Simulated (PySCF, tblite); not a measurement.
# C₅H₄ClFS: dynamics, then NMR shifts on frames, part 2 of 2

tblite 0.8.0 and PySCF 2.14.0. Atoms count from 0. Earlier steps stand in the parts before.

## 5. Nuclear shieldings: 625 fs, PBE0/pcSseg-1

The job: settings as JSON, then the geometry in Å.

```
{"job": {"kind": "nmr", "xc": "PBE0", "basis": "pcSseg-1", "pop": false}, "charge": 0, "multiplicity": 1}
F     -2.587500    -1.159000     0.691900
C     -1.446800    -1.451100     0.063100
C     -0.530200    -0.327600     0.108300
C      0.856700    -0.622800     0.330500
C      1.630000     0.442300     0.345800
S      0.755300     1.833100    -0.026100
C     -0.765300     1.037900    -0.084900
Cl    -2.328500     1.548300    -0.282600
H     -1.064700    -2.324800     0.577800
H     -1.829300    -1.602700    -0.964700
H      1.294600    -1.563800     0.672800
H      2.728200     0.554200     0.353900
```

With the program's defaults for keys left out, this is: GIAO PBE0/pcSseg-1 NMR shielding, non-relativistic, gas phase.

What it wrote:

```text
coarse grid: 12248 points
cycle   1  E = -1150.3220409495  dE =  1.700e+00  |g| = 5.422e-01  |ddm| = 3.705e+00
cycle   2  E = -1150.2566620174  dE =  6.538e-02  |g| = 7.893e-01  |ddm| = 1.197e+00
cycle   3  E = -1150.3761201883  dE = -1.195e-01  |g| = 1.190e-01  |ddm| = 8.023e-01
cycle   4  E = -1150.3792256819  dE = -3.105e-03  |g| = 6.122e-02  |ddm| = 1.969e-01
cycle   5  E = -1150.3800611499  dE = -8.355e-04  |g| = 8.834e-03  |ddm| = 5.538e-02
cycle   6  E = -1150.3800764422  dE = -1.529e-05  |g| = 3.729e-03  |ddm| = 1.502e-02
cycle   7  E = -1150.3800792868  dE = -2.845e-06  |g| = 1.636e-03  |ddm| = 5.146e-03
final grid: 112624 points
cycle   8  E = -1150.4358642491  dE = -3.469e-05  |g| = 7.602e-03  |ddm| = 3.250e-02
cycle   9  E = -1150.4358530829  dE =  1.117e-05  |g| = 9.945e-03  |ddm| = 1.697e-02
cycle  10  E = -1150.4358770535  dE = -2.397e-05  |g| = 1.206e-03  |ddm| = 1.176e-02
cycle  11  E = -1150.4358773637  dE = -3.102e-07  |g| = 4.698e-04  |ddm| = 1.994e-03
cycle  12  E = -1150.4358774159  dE = -5.223e-08  |g| = 1.058e-04  |ddm| = 4.659e-04
cycle  13  E = -1150.4358774182  dE = -2.335e-09  |g| = 3.616e-05  |ddm| = 1.338e-04
cycle  14  E = -1150.4358774185  dE = -2.769e-10  |g| = 1.498e-05  |ddm| = 5.354e-05
converged SCF energy = -1150.4358774185

GIAO shielding tensors (ppm)
atom      isotropic    diamagn.    paramagn.     s11        s22        s33       span
  0 F      434.171     467.391     -33.220    388.111    434.063    480.339     92.228
  1 C      106.295     234.387    -128.092     76.185     93.793    148.906     72.721
  2 C       38.356     262.798    -224.442    -35.467     16.847    133.688    169.155
  3 C       57.169     251.875    -194.706    -24.119     52.885    142.740    166.859
  4 C       63.216     261.023    -197.807    -27.752     71.611    145.790    173.542
  5 S      246.831    1054.783    -807.952    175.844    251.422    313.228    137.383
  6 C       44.609     256.539    -211.930    -42.226     64.114    111.939    154.166
  7 Cl     772.704    1146.219    -373.515    560.357    843.181    914.575    354.218
  8 H       25.857      27.263      -1.406     19.509     27.125     30.937     11.428
  9 H       25.125      26.234      -1.108     21.489     25.196     28.691      7.202
 10 H       24.622      30.875      -6.253     21.155     24.961     27.750      6.595
 11 H       24.525      29.536      -5.012     21.237     24.083     28.255      7.018
```

Run time: 21 s. Hardware: 1 thread of Arm Neoverse V1, shared host; peak memory 0.86 GiB.

In short: δ C2 148.6, C6 142.3, C3 129.8, C4 123.7, H11 7.19, H10 7.10 ppm.

## 6. Shielding tensors: 800 fs, PBE0/pcSseg-1

The job: settings as JSON, then the geometry in Å.

```
{"job": {"kind": "nmr", "xc": "PBE0", "basis": "pcSseg-1", "pop": false}, "charge": 0, "multiplicity": 1}
F     -2.555600    -1.254300     0.876200
C     -1.650800    -1.274200    -0.131400
C     -0.638300    -0.259500    -0.051900
C      0.754700    -0.406300     0.354700
C      1.462300     0.740200     0.285300
S      0.513400     2.070900    -0.382300
C     -0.868300     0.975300    -0.546700
Cl    -2.356900     1.626100    -1.022400
H     -1.172900    -2.305600    -0.088800
H     -2.235300    -1.222700    -1.020200
H      1.080800    -1.331600     0.704000
H      2.517800     0.877500     0.455200
```

Level: GIAO PBE0/pcSseg-1 NMR shielding, non-relativistic, gas phase.

What it wrote:

```text
coarse grid: 12248 points
cycle   1  E = -1150.3433316969  dE =  1.477e+00  |g| = 5.278e-01  |ddm| = 3.679e+00
cycle   2  E = -1150.2778813944  dE =  6.545e-02  |g| = 7.885e-01  |ddm| = 1.085e+00
cycle   3  E = -1150.3953376018  dE = -1.175e-01  |g| = 1.004e-01  |ddm| = 7.581e-01
cycle   4  E = -1150.3972725573  dE = -1.935e-03  |g| = 6.112e-02  |ddm| = 1.788e-01
cycle   5  E = -1150.3981365060  dE = -8.639e-04  |g| = 9.706e-03  |ddm| = 5.973e-02
cycle   6  E = -1150.3981535015  dE = -1.700e-05  |g| = 4.483e-03  |ddm| = 1.512e-02
cycle   7  E = -1150.3981580096  dE = -4.508e-06  |g| = 1.623e-03  |ddm| = 5.529e-03
final grid: 112624 points
cycle   8  E = -1150.4538745698  dE = -3.381e-05  |g| = 8.047e-03  |ddm| = 3.331e-02
cycle   9  E = -1150.4538582042  dE =  1.637e-05  |g| = 1.123e-02  |ddm| = 1.858e-02
cycle  10  E = -1150.4538893258  dE = -3.112e-05  |g| = 1.185e-03  |ddm| = 1.303e-02
cycle  11  E = -1150.4538896245  dE = -2.987e-07  |g| = 4.351e-04  |ddm| = 2.014e-03
cycle  12  E = -1150.4538896689  dE = -4.445e-08  |g| = 1.187e-04  |ddm| = 4.748e-04
cycle  13  E = -1150.4538896722  dE = -3.297e-09  |g| = 3.281e-05  |ddm| = 1.427e-04
cycle  14  E = -1150.4538896725  dE = -2.842e-10  |g| = 8.099e-06  |ddm| = 4.909e-05
converged SCF energy = -1150.4538896725

GIAO shielding tensors (ppm)
atom      isotropic    diamagn.    paramagn.     s11        s22        s33       span
  0 F      408.197     468.603     -60.406    369.538    386.586    468.467     98.929
  1 C      113.076     234.144    -121.068     81.752     95.774    161.703     79.950
  2 C       47.118     257.880    -210.762    -33.830     35.728    139.457    173.287
  3 C       50.944     249.468    -198.524    -26.301     42.253    136.880    163.182
  4 C       50.195     258.288    -208.093    -36.221     47.036    139.771    175.992
  5 S      205.340    1054.682    -849.342     31.242    241.968    342.808    311.566
  6 C       29.000     257.186    -228.186    -56.253     52.135     91.117    147.370
  7 Cl     750.127    1146.006    -395.878    503.099    819.920    927.363    424.264
  8 H       25.646      26.166      -0.521     20.663     25.953     30.321      9.658
  9 H       26.515      27.660      -1.145     23.166     27.604     28.774      5.609
 10 H       25.208      32.428      -7.221     22.498     26.274     26.851      4.353
 11 H       24.485      29.927      -5.442     21.870     24.230     27.356      5.486
```

Run time: 20 s. Hardware: 1 thread of Arm Neoverse V1, shared host; peak memory 0.79 GiB.

In short: δ C6 157.9, C2 139.8, C4 136.7, C3 136.0, H11 7.23, H10 6.51 ppm.

## 7. Nuclear shieldings: 1000 fs, PBE0/pcSseg-1

The job: settings as JSON, then the geometry in Å.

```
{"job": {"kind": "nmr", "xc": "PBE0", "basis": "pcSseg-1", "pop": false}, "charge": 0, "multiplicity": 1}
F     -2.267100    -1.665500     1.420200
C     -2.025700    -1.134500     0.188600
C     -0.775000    -0.291400     0.196600
C      0.549700    -0.535800     0.715400
C      1.430100     0.477200     0.653600
S      0.663600     1.788700    -0.244900
C     -0.839100     0.910500    -0.429400
Cl    -1.928600     1.583000    -1.524000
H     -1.999500    -1.961300    -0.530200
H     -2.910700    -0.462500     0.070700
H      0.874300    -1.440100     1.225100
H      2.411500     0.679200     1.075600
```

Level: GIAO PBE0/pcSseg-1 NMR shielding, non-relativistic, gas phase.

What it wrote:

```text
coarse grid: 12248 points
cycle   1  E = -1150.3412804528  dE =  1.411e+00  |g| = 5.201e-01  |ddm| = 3.650e+00
cycle   2  E = -1150.2811486585  dE =  6.013e-02  |g| = 7.768e-01  |ddm| = 1.119e+00
cycle   3  E = -1150.3901307775  dE = -1.090e-01  |g| = 9.796e-02  |ddm| = 7.771e-01
cycle   4  E = -1150.3918575837  dE = -1.727e-03  |g| = 6.264e-02  |ddm| = 1.737e-01
cycle   5  E = -1150.3928088033  dE = -9.512e-04  |g| = 9.566e-03  |ddm| = 6.204e-02
cycle   6  E = -1150.3928259430  dE = -1.714e-05  |g| = 3.971e-03  |ddm| = 1.440e-02
cycle   7  E = -1150.3928293598  dE = -3.417e-06  |g| = 1.600e-03  |ddm| = 5.182e-03
final grid: 112624 points
cycle   8  E = -1150.4490129244  dE = -3.131e-05  |g| = 7.797e-03  |ddm| = 3.357e-02
cycle   9  E = -1150.4489984558  dE =  1.447e-05  |g| = 1.075e-02  |ddm| = 1.751e-02
cycle  10  E = -1150.4490266364  dE = -2.818e-05  |g| = 1.129e-03  |ddm| = 1.206e-02
cycle  11  E = -1150.4490268971  dE = -2.608e-07  |g| = 4.438e-04  |ddm| = 1.876e-03
cycle  12  E = -1150.4490269446  dE = -4.751e-08  |g| = 1.067e-04  |ddm| = 4.803e-04
cycle  13  E = -1150.4490269472  dE = -2.583e-09  |g| = 3.116e-05  |ddm| = 1.321e-04
cycle  14  E = -1150.4490269475  dE = -2.560e-10  |g| = 8.354e-06  |ddm| = 4.498e-05
converged SCF energy = -1150.4490269475

GIAO shielding tensors (ppm)
atom      isotropic    diamagn.    paramagn.     s11        s22        s33       span
  0 F      422.314     468.272     -45.958    393.940    405.225    467.778     73.838
  1 C      102.276     234.087    -131.811     70.495     83.951    152.383     81.888
  2 C       48.489     257.930    -209.441    -32.853     42.615    135.705    168.558
  3 C       57.666     247.620    -189.954    -22.440     46.771    148.668    171.108
  4 C       48.862     259.767    -210.905    -46.124     49.720    142.990    189.114
  5 S      185.397    1055.432    -870.035     44.871    246.835    264.485    219.614
  6 C       38.932     259.584    -220.651    -48.256     64.570    100.484    148.740
  7 Cl     760.263    1146.477    -386.214    523.330    840.295    917.163    393.833
  8 H       25.782      25.694       0.088     21.817     26.786     28.744      6.928
  9 H       24.990      26.278      -1.289     18.511     25.496     30.962     12.451
 10 H       24.476      29.952      -5.476     20.454     24.643     28.333      7.878
 11 H       23.802      30.233      -6.430     21.642     22.974     26.790      5.148
```

Run time: 19 s. Hardware: 1 thread of Arm Neoverse V1, shared host; peak memory 0.79 GiB.

This run: δ C6 148.0, C2 138.4, C4 138.1, C3 129.3, H11 7.91, H10 7.24 ppm.

## 8. Run by run: NMR shifts

Shifts (ppm) of some atoms, chosen among heavy atoms and hydrogens apart, with basis size and wall time:

```tsv
frame	C6	C4	H10	H9	F0	S5	Cl7	functions	time
250 fs	147.2	131.8	7.25	5.58	-227.7	250	199	170	31 s
425 fs	159.5	128.1	5.43	5.43	-262.2	379	210	170	19 s
625 fs	142.3	123.7	7.10	6.59	-263.2	257	177	170	21 s
800 fs	157.9	136.7	6.51	5.20	-237.3	298	200	170	20 s
1000 fs	148.0	138.1	7.24	6.73	-251.4	318	190	170	19 s
```

## 9. What came out

This closing draws on all 2 parts.

```
                                        quantity                                 value
                                      thermostat                                 300 K
                   mean temperature, second half                                 284 K
         mean potential energy above the minimum                               0.43 eV
  13C shifts against TMS (PBE0/pcSseg-1, 250 fs)  150.0, 147.2, 131.8, 123.3, 82.1 ppm
   1H shifts against TMS (PBE0/pcSseg-1, 250 fs)            7.25, 6.57, 6.53, 5.58 ppm
19F shifts against CFCl3 (PBE0/pcSseg-1, 250 fs)                            -227.7 ppm
  33S shifts against CS2 (PBE0/pcSseg-1, 250 fs)                               250 ppm
 35Cl shifts against HCl (PBE0/pcSseg-1, 250 fs)                               199 ppm
           surface potential, 1st and 99th percentile                    -1.01 V and 1.27 V
                        range of the shift of S5                        250 to 379 ppm
```

What this shows: In the second half the potential energy averages 0.43 eV above the minimum; equipartition over 30 harmonic modes at 300 K would give 0.39 eV. With 12 atoms the temperature swings widely (175 to 494 K). Shifts at one fixed geometry are not the observed spectrum, which averages over the motion. In the first frame run (250 fs): Shielding is most anisotropic at Cl7 (span 479 ppm, paramagnetic term -395 ppm). NICS(1)zz of -23 ppm above the planar ring from C2 marks a diatropic (aromatic) ring current. At PBE0/pcSseg-1, counted by nearest atom on the grid, the HOMO lies on C2, C4, C6 about 23 % each; Cl7 16 %, the LUMO on C6 26 %; S5 20 %. Across the 5 runs the shift of S5 moves most, between 250 (250 fs) and 379 ppm (425 fs).
